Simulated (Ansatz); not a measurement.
Co2Pd:

```xyz
3
Lattice="2.6379 0.0000 0.0000 -1.3190 2.2845 0.0000 0.0000 0.0000 6.3193" Properties=species:S:1:pos:R:3 pbc="T T T"
Pd    0.0000    0.0000    0.0000
Co    1.3190    0.7615    2.2104
Co    0.0000    1.5230    4.1090
```

The cell comes from a database or a generator and needn't be the stable form of this composition.

Alike in all runs: program Ansatz 0.2.0; functional PBEsol; potentials or basis Ansatz PAW; cutoff 420 eV (not typed: the program's choice for these potentials); k mesh 12 × 12 × 4; occupations fermi-dirac, width 0.05 eV.

Starts and where they ended:

```csv
start,free energy over the lowest (meV/atom),net moment (μB),site or absolute moments (μB),gap
"collinear spin, ferrimagnetic start of up to 2 μB",168.2,0.00,"Pd -0.00; Co +1.50, -1.50",none (metal or under the smearing width)
no spin polarisation,232.4,-,-,none (metal or under the smearing width)
"collinear spin, antiferromagnetic start of up to 2 μB",168.2,0.00,"Pd +0.00; Co +1.50, -1.50",none (metal or under the smearing width)
"collinear spin, random start of up to 1.88 μB",0.0,3.80,Pd +0.24; Co +1.85,none (metal or under the smearing width)
"collinear spin, ferromagnetic start of up to 3.5 μB",0.0,3.80,Pd +0.24; Co +1.85,none (metal or under the smearing width)
"collinear spin, ferromagnetic start of up to 2 μB",0.0,3.80,Pd +0.24; Co +1.85,none (metal or under the smearing width)
```

The spin-polarised runs without a constraint all converged, yet they end up to 168 meV/atom apart: a converged run can sit in a state that isn't the lowest. Allowing spin polarisation gains 232 meV/atom. A still lower state may exist.

Caveats: the magnetic or orbital state may not be the lowest (some runs); the starting moments weren't kept (some runs).
